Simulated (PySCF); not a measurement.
# CsTe+: bond curves at several levels of theory

An exercise on one series of results from a longer session: the logs are not shown, and one member is left open.

Method: Cs def2-SVP with ECP46, Te def2-SVP with ECP28, scalar-relativistic core potentials; program: PySCF 2.14.0.

The first run:

Settings of the job:

```
atoms                         : Cs, Te
charge                        : 1
basis                         : Cs def2-SVP with ECP46, Te def2-SVP with ECP28
Hamiltonian                   : scalar-relativistic core potentials
basis functions               : 50
electrons treated             : 32
masses in u                   : 132.9054, 129.9062
levels                        : PBE0, PBE, r²SCAN, B97-3, LDA, PBEsol, HSE06, HF, MP2, SCS-MP2, CCSD, CCSD(T)
grid                          : 80 radial by 434 angular points
occupations                   : held fixed by the projection of orbital angular momentum
dissociation limit            : Cs+ + Te, each in its ground configuration
starting distance in angstrom : 3.625
values of 2S to try           : 0, 2
```

Started as:

```bash
$ OMP_NUM_THREADS=1 python dia.py task.json out
```

Among the steps run: Input; The PBE0 curve of the state that the search chose; Other states along the same grid; PBE; r²SCAN (meta-GGA); B97-3; LDA; PBEsol (GGA); HSE06 (range-separated hybrid); UHF; Correlated methods on the Hartree–Fock reference.

One of the session's tables, all rows but one given; the rest of the session is left out.

Energy (eV) from each level's lowest point:

```
R (Å)    UHF  UHF-MP2  UHF-SCS-MP2  UHF-CCSD  UHF-CCSD(T)
3.497  0.311    0.247        0.260       n/a          n/a
3.659  0.156    0.112        0.121     0.115        0.112
3.822  0.067    0.040        0.045     0.041        0.039
3.944  0.030    0.012        0.016     0.013        0.012
4.066  0.009    0.001        0.002     0.001        0.001
4.188  0.000    0.000        0.000     0.000        0.000
4.351  0.001    0.009        0.008     0.009        0.010
4.554      ?        ?            ?         ?            ?
4.798  0.035    0.061        0.056     0.061        0.063
5.123  0.067    0.100        0.094       n/a          n/a
```

Q: Estimate the row for R (Å) = 4.554 from the others.

Worked estimate for «UHF». A straight line through the neighbours (4.351, 0.001) and (4.798, 0.035) gives 0.001 + (0.035 − 0.001) × (4.554 − 4.351) / (4.798 − 4.351) = 0.016; a parabola fitted to 4 rows on both sides gives 0.015.

As computed: UHF: 0.013; UHF-MP2: 0.030; UHF-SCS-MP2: 0.027; UHF-CCSD: 0.030; UHF-CCSD(T): 0.032. In «UHF» the line misses by +0.003 and the parabola by +0.002.
